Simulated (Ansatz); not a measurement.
# CH4OZn: small, medium and large basis sets

One table from this session's results is given with a row withheld; the runs are named, their logs left out.

Method: one geometry, several basis sets; program: Ansatz 0.2.0, Gaussian basis.

Levels to be run: PBE0-D4/def2-SVP; ωB97M-V/def2-SVP; PBE0-D4/def2-QZVPP; ωB97M-V/def2-QZVPP; the functionals' def2-TZVPP values are taken from earlier runs.

**The geometry**

The geometry comes from an earlier relaxation with PBE0-D4 in a triple-zeta def2 set; it is a stationary point, not always the lowest conformer.

SMILES `[CH3][Zn][OH]`, 7 atoms, charge 0, spin multiplicity 1.

Atoms are counted from 1 here; the program's logs count them from 0.

Bond lengths: C1–Zn2 1.920 Å, C1–H4 1.092 Å, C1–H5 1.092 Å, C1–H6 1.092 Å, Zn2–O3 1.780 Å, O3–H7 0.958 Å. Angles: Zn2–C1–H4 110.6°, Zn2–C1–H5 110.6°, Zn2–C1–H6 110.6°, H4–C1–H5 108.4°, H4–C1–H6 108.3°, H5–C1–H6 108.3°, C1–Zn2–O3 176.0°, Zn2–O3–H7 117.0°.

The first run:

in.yaml reads:

```yaml
crystal:
  periodic: [false, false, false]
  atoms:
    - {symbol: C, position_ang: [-0.983968, 0.656306, -0.330132]}
    - {symbol: Zn, position_ang: [0.573460, -0.400806, 0.047299]}
    - {symbol: O, position_ang: [2.028720, -1.399750, 0.276423]}
    - {symbol: H, position_ang: [-1.755753, 0.047745, -0.805702]}
    - {symbol: H, position_ang: [-0.734777, 1.481867, -0.999876]}
    - {symbol: H, position_ang: [-1.396954, 1.075022, 0.589972]}
    - {symbol: H, position_ang: [2.330371, -1.528484, 1.176316]}
basis:
  gaussian: {orbitals: def2-SVP}
hamiltonian: {xc: pbe0, dispersion: d4}
output: {orbitals: {seedname: orbitals}}
```

Among the steps run: PBE0-D4 in def2-SVP; ωB97M-V in def2-SVP; PBE0-D4 in def2-QZVPP; ωB97M-V in def2-QZVPP.

One of the session's tables, all rows but one given; the rest of the session is left out.

It belongs to the step «Density functionals: the series». 

| functional | basis | HOMO (eV) |
| --- | --- | --- |
| PBE0-D4 | def2-SVP | -7.37 |
| PBE0-D4 | def2-TZVPP | -7.98 |
| PBE0-D4 | def2-QZVPP | -8.03 |
| ωB97M-V | def2-SVP | -9.85 |
| ωB97M-V | def2-TZVPP | -10.44 |
| ωB97M-V | def2-QZVPP | ? |

Estimate the missing values for ωB97M-V, def2-QZVPP.

As computed: HOMO (eV): -10.45. In the column «HOMO (eV)» it is the lowest.
